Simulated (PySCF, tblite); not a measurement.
# C₄H₁₀NSSi radical: geometry, infrared bands and EPR parameters

What infrared bands and EPR parameters should C₄H₁₀NSSi radical (`C[Si](C)CC(N)=S`) show?

Programs: tblite 0.8.0 and PySCF 2.14.0, with density-fitted response routines of our own. Each step states its level of theory. These are calculated values for one molecule in the gas phase, unless marked as measured. Atoms count from 0, in the outputs and in this text.

### 1 The molecule as given

17 atoms, charge 0, multiplicity 2; geometry from: force field or distance geometry start.

Bonds of the start (Å): C0–Si1 1.84, Si1–C2 1.84, Si1–C3 1.88, C3–C4 1.51, C4–N5 1.37, C4–S6 1.66, C0–H7 1.10, C0–H8 1.09, C0–H9 1.11, C2–H10 1.10, C2–H11 1.11, C2–H12 1.09, C3–H13 1.09, C3–H14 1.10, N5–H15 1.02, N5–H16 1.01.

### 2 Optimising the geometry with GFN2-xTB

The job: settings as JSON, then the geometry in Å.

```
{"job": {"kind": "relax", "xc": "GFN2-xTB", "basis": "xTB"}, "charge": 0, "multiplicity": 2}
C     -1.128200     1.498900    -0.124400
Si    -0.951100    -0.273700     0.345300
C     -2.109100    -1.374400    -0.572400
C      0.828500    -0.854000     0.150000
C      1.843800    -0.134800     1.013600
N      2.482000     0.911300     0.410900
S      2.198000    -0.546000     2.577300
H     -0.500000     2.151700     0.499900
H     -0.850000     1.657600    -1.167700
H     -2.177000     1.831200     0.002800
H     -1.919300    -1.341500    -1.652500
H     -3.159000    -1.060900    -0.418600
H     -2.035300    -2.409700    -0.238000
H      1.109800    -0.753300    -0.900100
H      0.871100    -1.925100     0.386500
H      3.178000     1.430300     0.954100
H      2.310800     1.204500    -0.537000
```

On the command line:

```sh
$ OMP_NUM_THREADS=1 python probes_run.py task.json out
```

This one command runs all jobs of the session in turn.

**Question.** This job is followed by: GFN2-xTB harmonic vibrations, gas phase; UKS B3LYP, pcH-1 on C H N S Si, non-relativistic, mean-field spin-orbit, GIAO. Predict these results of the whole session: strongest single infrared mode (GFN2-xTB); zero-point energy (GFN2-xTB); g(iso) (B3LYP); ⟨S²⟩; largest a(iso) (averaged by class); potential on the surface of density 0.002 e/bohr³, 1st and 99th percentile.

**Answer**, as computed:

```
                                                                  quantity                    value
                                 strongest single infrared mode (GFN2-xTB)    1479 cm⁻¹, 186 km/mol
                                              zero-point energy (GFN2-xTB)            83.5 kcal/mol
                                                            g(iso) (B3LYP)                  2.00461
                                                                      ⟨S²⟩       0.752 (exact 0.75)
                                        largest a(iso) (averaged by class)  29Si on Si1, -472.2 MHz
potential on the surface of density 0.002 e/bohr³, 1st and 99th percentile       -1.35 V and 2.25 V
```

In words: The optimisation took 208 steps and gained 0.353 eV; among the close pairs (by a distance rule), Si1–C2 changed most, from 1.842 to 1.907 Å. All 45 modes are real, so the xTB geometry is a minimum. The strongest single mode, at 1479 cm⁻¹, is carried by H15, H16, N5, H10. GFN2-xTB is a fitted tight-binding method: band positions and strengths are rough. Its intensities can rank the bands wrongly. Si1 carries the largest spin population, 0.90 e. The isotropic g lies 2.3 ppt above the free-electron value.
